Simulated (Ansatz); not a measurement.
Relaxation of a periodic cell of 13 atoms, Sc$_{12}$C (host Sc, host structure hcp, interstitial C), to a largest force component of 0.08 eV/Å in at most 25 steps.

The calculation used DFT LDA, scalar-relativistic, plane waves, PAW (Ansatz 0.2.0). Settings: accuracy low, cutoff 420 eV, k mesh 3x2x3, fermi-dirac smearing 0.1 eV, no spin polarisation.

```xyz
13
Lattice="6.6200 0.0000 0.0000 -4.9650 8.5996 0.0000 0.0000 0.0000 5.2761" Properties=species:S:1:pos:R:3:forces:R:3
Sc 0.000 0.000 0.000 -0.03 -0.05 0.02
Sc 0.000 1.911 2.638 0.00 -0.23 -0.04
Sc -1.655 2.867 0.000 -0.51 0.33 0.58
Sc -1.655 4.778 2.638 -0.48 -0.30 -0.53
Sc -3.310 5.733 0.000 -0.01 -0.56 0.58
Sc -3.310 7.644 2.638 -0.03 0.25 -0.03
Sc 3.310 0.000 0.000 0.03 -0.23 0.02
Sc 3.310 1.911 2.638 0.01 0.64 -0.55
Sc 1.655 2.867 0.000 0.54 0.35 0.57
Sc 1.655 4.778 2.638 0.52 -0.32 -0.55
Sc 0.000 5.733 0.000 0.01 0.22 0.04
Sc 0.000 7.644 2.638 0.03 0.06 -0.02
C 3.335 3.859 1.339 -0.10 -0.15 -0.09
```

Where does it end, and by what steps?

The run converged. Limits of this set-up: coarse k mesh, a small cell, in which the defect meets its images, a typed lattice constant that wasn't relaxed here, low accuracy level. After 3 steps the energy has fallen by 0.265 eV; Sc3 moved furthest, 0.10 Å.

```tsv
step	energy less start (eV)	largest force component (eV/Å)	accepted
0	0.0000	0.637	yes
1	-0.1352	0.616	yes
2	-0.2626	0.090	yes
3	-0.2651	0.015	yes
```

```xyz
13
Lattice="6.6200 0.0000 0.0000 -4.9650 8.5996 0.0000 0.0000 0.0000 5.2761" Properties=species:S:1:pos:R:3
Sc -0.014 -0.017 0.025
Sc -0.002 1.862 2.673
Sc -1.696 2.914 0.074
Sc -1.705 4.753 2.572
Sc -3.316 5.666 0.054
Sc -3.323 7.692 2.646
Sc 3.327 -0.042 -0.005
Sc 3.320 1.985 2.587
Sc 1.709 2.897 0.070
Sc 1.700 4.735 2.567
Sc 0.007 5.788 -0.032
Sc 0.018 7.666 2.615
C 3.312 3.825 1.320
```

Whether the end is a true minimum wasn't checked by a vibrational analysis.

Time of the run: 45 s on 2 threads of AMD EPYC 7B13 (Zen 3), on a shared host, peak memory 0.77 GiB.
